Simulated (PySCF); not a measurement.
# [Ce(H2O)3]3+: forces at shaken geometries

How stiff is [Ce(H2O)3]3+? Its atoms are displaced at random by several amounts. The structure is generated, not taken from experiment.

The runs use PySCF 2.14.0; r2SCAN, Ce lcecp-1-SVP with ECP47, O def2-SVP, H def2-SVP; scalar-relativistic core potentials, no spin–orbit coupling.

2 further runs of the same task are left out: 2 for a known fault of the program.

## (1) Where the work starts

10 atoms, charge 3, spin multiplicity 1.

Bond lengths: Ce1–O2 2.393 Å, Ce1–O5 2.393 Å, Ce1–O8 2.393 Å, O2–H3 0.989 Å, O2–H4 0.989 Å, O5–H6 0.989 Å, O5–H7 0.989 Å, O8–H9 0.989 Å, O8–H10 0.989 Å. Angles: O2–Ce1–O5 120.0°, O2–Ce1–O8 120.0°, O5–Ce1–O8 120.0°, Ce1–O2–H3 128.7°, Ce1–O2–H4 128.7°, H3–O2–H4 102.6°, Ce1–O5–H6 128.7°, Ce1–O5–H7 128.7°, H6–O5–H7 102.6°, Ce1–O8–H9 128.7°, Ce1–O8–H10 128.7°, H9–O8–H10 102.6°.

Geometry (Å):

```
Ce    0.0000    0.0000    0.0000
O     2.3932    0.0000    0.0000
H     3.0116    0.7701    0.0471
H     3.0116   -0.7701   -0.0471
O    -1.1966    2.0726    0.0000
H    -2.1727    2.2231    0.0471
H    -0.8389    2.9932   -0.0471
O    -1.1966   -2.0726    0.0000
H    -0.8389   -2.9932    0.0471
H    -2.1727   -2.2231   -0.0471
```

Formal oxidation states: Ce +3. Each metal's 1 4f electrons lie in its core potential, so multiplicities, spins and levels count the valence alone. An earlier session relaxed this geometry at r2SCAN, Ce lcecp-1-SVP with ECP47, O def2-SVP, H def2-SVP (singlet, point group D3).

Its energy there is -260.198683 Eh.

## (2) Atoms moved at random, σ = 0.15 Å

Contents of run.py (the lines that set the calculation):

```python
mol = gto.M(atom='''
Ce    -0.00545     0.00336    -0.07816
O      2.52556    -0.07696     0.12545
H      2.87261     0.65508    -0.15592
H      3.15795    -0.88533     0.02476
O     -0.96993     1.98304     0.23457
H     -2.21534     2.52878     0.29917
H     -0.93285     2.78217    -0.24845
O     -1.09015    -1.84605    -0.07609
H     -1.25535    -3.24648    -0.08233
H     -2.08704    -1.89761    -0.04301''',
    basis={'Ce': 'lcecp-1-SVP', 'O': 'def2-SVP', 'H': 'def2-SVP'},
    ecp={'Ce': 'lcecp-1-SVP'},
    charge=3, spin=0)
mf = dft.RKS(mol, xc='R2SCAN')
mf.grids.atom_grid = (50, 194)  # f atoms: unpruned, at least (60, 302)
mf = mf.density_fit()  # fitting sets: Ce AutoAux, O def2-universal-JKFIT, H def2-universal-JKFIT
mf.conv_tol = 1e-08; mf.max_cycle = 55
mf.kernel(dm0)  # dm0: the density of the relaxed state
```

The run is started by

```console
OMP_NUM_THREADS=2 python run.py
```

The log of the run:

```text
init E= -259.1620064519
  HOMO = -0.957114319131481  LUMO = -0.791093125086116  gap/eV = 4.51767
cycle= 1 E= -259.902688756507  delta_E= -0.741  |g|= 0.734  |ddm|= 1.16
  HOMO = -0.710496136210882  LUMO = -0.591621934642929  gap/eV = 3.23473
cycle= 2 E= -259.43483704273  delta_E= 0.468  |g|= 1.66  |ddm|= 1.45
  HOMO = -0.805189276659309  LUMO = -0.610591710651065  gap/eV = 5.29527
cycle= 3 E= -260.011003420993  delta_E= -0.576  |g|= 0.0958  |ddm|= 1.08
  HOMO = -0.81996499449928  LUMO = -0.618219358696395  gap/eV = 5.48978
cycle= 4 E= -260.012689926727  delta_E= -0.00169  |g|= 0.0456  |ddm|= 0.103
  HOMO = -0.810828811611469  LUMO = -0.619339817922689  gap/eV = 5.21068
cycle= 5 E= -260.013028568474  delta_E= -0.000339  |g|= 0.018  |ddm|= 0.0418
  HOMO = -0.813642889771959  LUMO = -0.619741881939658  gap/eV = 5.27632
cycle= 6 E= -260.013091279368  delta_E= -6.27e-05  |g|= 0.00334  |ddm|= 0.0132
  HOMO = -0.813846338746256  LUMO = -0.619703320574048  gap/eV = 5.28290
cycle= 7 E= -260.013092597335  delta_E= -1.32e-06  |g|= 0.00229  |ddm|= 0.0033
  HOMO = -0.813743650918688  LUMO = -0.619808273083689  gap/eV = 5.27725
cycle= 8 E= -260.013093611913  delta_E= -1.01e-06  |g|= 0.000369  |ddm|= 0.0015
  HOMO = -0.813740189195279  LUMO = -0.61983222648296  gap/eV = 5.27650
cycle= 9 E= -260.013093644939  delta_E= -3.3e-08  |g|= 4.27e-05  |ddm|= 0.000416
  HOMO = -0.813743025302596  LUMO = -0.619836914159255  gap/eV = 5.27645
cycle= 10 E= -260.013093645394  delta_E= -4.55e-10  |g|= 8.19e-06  |ddm|= 4.89e-05
  HOMO = -0.813745546159293  LUMO = -0.619837215083654  gap/eV = 5.27651
Extra cycle  E= -260.013093645398  delta_E= -3.41e-12  |g|= 7.77e-06  |ddm|= 1.6e-05
converged SCF energy = -260.013093645398
```

Run time: 8.7 s. Hardware: 2 threads of Arm Neoverse V2, shared host.

Result: E = -260.013094 Eh (+5.050 eV from the relaxed state), HOMO -22.14 eV, LUMO -16.87 eV, Mulliken charge on Ce1 +1.95 e, largest force component 9.080 eV/Å. 

```tsv
atom	Fx	Fy	Fz (eV/Å)
Ce1	3.045	0.501	0.217
O2	-4.364	-9.080	2.186
H3	4.649	7.287	-2.709
H4	-0.805	1.949	0.280
O5	-6.483	1.451	0.883
H6	3.563	-2.667	0.782
H7	2.066	2.735	-1.703
O8	-3.253	-7.249	0.046
H9	1.507	4.254	0.002
H10	0.076	0.817	0.016
```

## (3) Atoms moved at random, σ = 0.03 Å

Contents of run.py (the lines that set the calculation):

```python
mol = gto.M(atom='''
Ce    -0.00410     0.01435    -0.03338
O      2.39173     0.00617     0.06095
H      2.98942     0.74181     0.00997
H      3.02016    -0.78774    -0.07018
O     -1.14790     2.08917     0.01725
H     -2.19230     2.24532     0.05772
H     -0.83081     2.97478    -0.02387
O     -1.19597    -2.04033    -0.02450
H     -0.83910    -2.99638     0.03991
H     -2.19111    -2.24715    -0.03387''',
    basis={'Ce': 'lcecp-1-SVP', 'O': 'def2-SVP', 'H': 'def2-SVP'},
    ecp={'Ce': 'lcecp-1-SVP'},
    charge=3, spin=0)
mf = dft.RKS(mol, xc='R2SCAN')
mf.grids.atom_grid = (50, 194)  # f atoms: unpruned, at least (60, 302)
mf = mf.density_fit()  # fitting sets: Ce AutoAux, O def2-universal-JKFIT, H def2-universal-JKFIT
mf.conv_tol = 1e-08; mf.max_cycle = 55
mf.kernel(dm0)  # dm0: the density of the relaxed state
```

The run is started by

```console
OMP_NUM_THREADS=2 python run.py
```

The log of the run:

```text
init E= -260.12156070049
  HOMO = -0.86368644600031  LUMO = -0.62950913771374  gap/eV = 6.37229
cycle= 1 E= -260.187676048512  delta_E= -0.0661  |g|= 0.0719  |ddm|= 0.217
  HOMO = -0.836460367319133  LUMO = -0.617643330111594  gap/eV = 5.95431
cycle= 2 E= -260.186298927057  delta_E= 0.00138  |g|= 0.111  |ddm|= 0.12
  HOMO = -0.851647976754912  LUMO = -0.617013511043651  gap/eV = 6.38473
cycle= 3 E= -260.188680573232  delta_E= -0.00238  |g|= 0.016  |ddm|= 0.0781
  HOMO = -0.851087021426973  LUMO = -0.617452452400119  gap/eV = 6.35752
cycle= 4 E= -260.188728243803  delta_E= -4.77e-05  |g|= 0.00147  |ddm|= 0.011
  HOMO = -0.851080149126917  LUMO = -0.61752585624109  gap/eV = 6.35534
cycle= 5 E= -260.188728514437  delta_E= -2.71e-07  |g|= 0.00095  |ddm|= 0.00158
  HOMO = -0.851148394879526  LUMO = -0.617532087461087  gap/eV = 6.35702
cycle= 6 E= -260.188728680326  delta_E= -1.66e-07  |g|= 0.000201  |ddm|= 0.00068
  HOMO = -0.851148947721689  LUMO = -0.617530050964504  gap/eV = 6.35709
cycle= 7 E= -260.188728689782  delta_E= -9.46e-09  |g|= 1.89e-05  |ddm|= 0.000208
  HOMO = -0.851149519180517  LUMO = -0.617530560705401  gap/eV = 6.35710
Extra cycle  E= -260.188728689784  delta_E= -1.82e-12  |g|= 1.98e-05  |ddm|= 3.51e-05
converged SCF energy = -260.188728689784
```

Run time: 7.2 s. Hardware: 2 threads of Arm Neoverse V2, shared host.

It gives: E = -260.188729 Eh (+0.271 eV from the relaxed state), HOMO -23.16 eV, LUMO -16.80 eV, Mulliken charge on Ce1 +2.05 e, largest force component 3.422 eV/Å. 

```tsv
atom	Fx	Fy	Fz (eV/Å)
Ce1	0.162	-0.041	0.073
O2	-0.436	-2.589	-0.474
H3	1.235	1.603	0.057
H4	-0.796	0.976	0.319
O5	-3.422	-1.841	0.145
H6	2.328	-0.356	-0.065
H7	0.961	2.328	-0.084
O8	-0.759	-1.804	0.163
H9	-0.245	1.260	-0.103
H10	0.973	0.466	-0.030
```

## (4) Atoms moved at random, σ = 0.15 Å

Contents of run.py (the lines that set the calculation):

```python
mol = gto.M(atom='''
Ce    -0.02337     0.22641    -0.09732
O      2.59215     0.08338    -0.04385
H      2.95419     0.91890     0.08012
H      2.82439    -0.92136     0.23672
O     -1.14793     2.01909    -0.16471
H     -2.40895     2.03846     0.10538
H     -0.87774     2.69820     0.09715
O     -1.05605    -1.93676     0.03655
H     -0.68965    -3.09040    -0.27885
H     -2.16703    -2.03591     0.02880''',
    basis={'Ce': 'lcecp-1-SVP', 'O': 'def2-SVP', 'H': 'def2-SVP'},
    ecp={'Ce': 'lcecp-1-SVP'},
    charge=3, spin=0)
mf = dft.RKS(mol, xc='R2SCAN')
mf.grids.atom_grid = (50, 194)  # f atoms: unpruned, at least (60, 302)
mf = mf.density_fit()  # fitting sets: Ce AutoAux, O def2-universal-JKFIT, H def2-universal-JKFIT
mf.conv_tol = 1e-08; mf.max_cycle = 55
mf.kernel(dm0)  # dm0: the density of the relaxed state
```

The run is started by

```console
OMP_NUM_THREADS=2 python run.py
```

The log of the run:

```text
init E= -259.313319439793
  HOMO = -0.977091849285699  LUMO = -0.751135611222542  gap/eV = 6.14858
cycle= 1 E= -259.910267359694  delta_E= -0.597  |g|= 0.597  |ddm|= 1.09
  HOMO = -0.705046969940707  LUMO = -0.614556426552713  gap/eV = 2.46237
cycle= 2 E= -259.567186316841  delta_E= 0.343  |g|=  1.4  |ddm|= 1.29
  HOMO = -0.799836172426147  LUMO = -0.602440799351841  gap/eV = 5.37140
cycle= 3 E= -259.977501655777  delta_E= -0.41  |g|= 0.149  |ddm|= 1.02
  HOMO = -0.810412011610803  LUMO = -0.614158930664093  gap/eV = 5.34032
cycle= 4 E= -259.981032781558  delta_E= -0.00353  |g|= 0.0862  |ddm|= 0.155
  HOMO = -0.806890025436353  LUMO = -0.618441350731037  gap/eV = 5.12795
cycle= 5 E= -259.982432939865  delta_E= -0.0014  |g|= 0.0156  |ddm|= 0.0685
  HOMO = -0.808379342469923  LUMO = -0.616970191427913  gap/eV = 5.20851
cycle= 6 E= -259.98248870923  delta_E= -5.58e-05  |g|= 0.00495  |ddm|= 0.0183
  HOMO = -0.80767576167824  LUMO = -0.617014363198301  gap/eV = 5.18816
cycle= 7 E= -259.982492940897  delta_E= -4.23e-06  |g|= 0.00199  |ddm|= 0.00421
  HOMO = -0.807983602703622  LUMO = -0.617025077699625  gap/eV = 5.19625
cycle= 8 E= -259.982493752309  delta_E= -8.11e-07  |g|= 0.000343  |ddm|= 0.00168
  HOMO = -0.80796499259182  LUMO = -0.617035273593641  gap/eV = 5.19546
cycle= 9 E= -259.982493778385  delta_E= -2.61e-08  |g|= 3.95e-05  |ddm|= 0.000321
  HOMO = -0.807967069571056  LUMO = -0.617032508527911  gap/eV = 5.19559
cycle= 10 E= -259.982493778745  delta_E= -3.61e-10  |g|= 7.25e-06  |ddm|= 4.62e-05
  HOMO = -0.807968774804007  LUMO = -0.617034734848724  gap/eV = 5.19558
Extra cycle  E= -259.982493778735  delta_E= 1.01e-11  |g|= 1.06e-05  |ddm|= 1.71e-05
converged SCF energy = -259.982493778735
```

It took 8.6 s on 2 threads of Arm Neoverse V2, shared host.

Read off: E = -259.982494 Eh (+5.883 eV from the relaxed state), HOMO -21.99 eV, LUMO -16.79 eV, Mulliken charge on Ce1 +1.92 e, largest force component 19.136 eV/Å. 

```tsv
atom	Fx	Fy	Fz (eV/Å)
Ce1	3.230	-4.034	-0.265
O2	-5.121	-5.965	-0.356
H3	3.179	2.178	1.033
H4	1.118	3.871	-0.489
O5	-13.800	-16.150	-5.172
H6	4.650	0.572	-1.281
H7	6.806	19.136	6.691
O8	-2.309	-4.089	-1.678
H9	-1.596	4.596	1.392
H10	3.843	-0.115	0.125
```

## (5) The displacements side by side

| σ (Å) | energy rise (eV) | harmonic estimate −½ F·u (eV) | largest force component (eV/Å) |
| --- | --- | --- | --- |
| 0.15 | 5.050 | 3.454 | 9.08 |
| 0.03 | 0.271 | 0.268 | 3.42 |
| 0.15 | 5.883 | 5.235 | 19.14 |

Every displacement raises the energy. For a harmonic well the rise equals −½ F·u; the two differ by at most 32 % here (a move with σ = 0.15 Å), from anharmonicity, the grid and the small forces left at the relaxed point. The bases are small and lack diffuse functions. Spin–orbit coupling is left out.
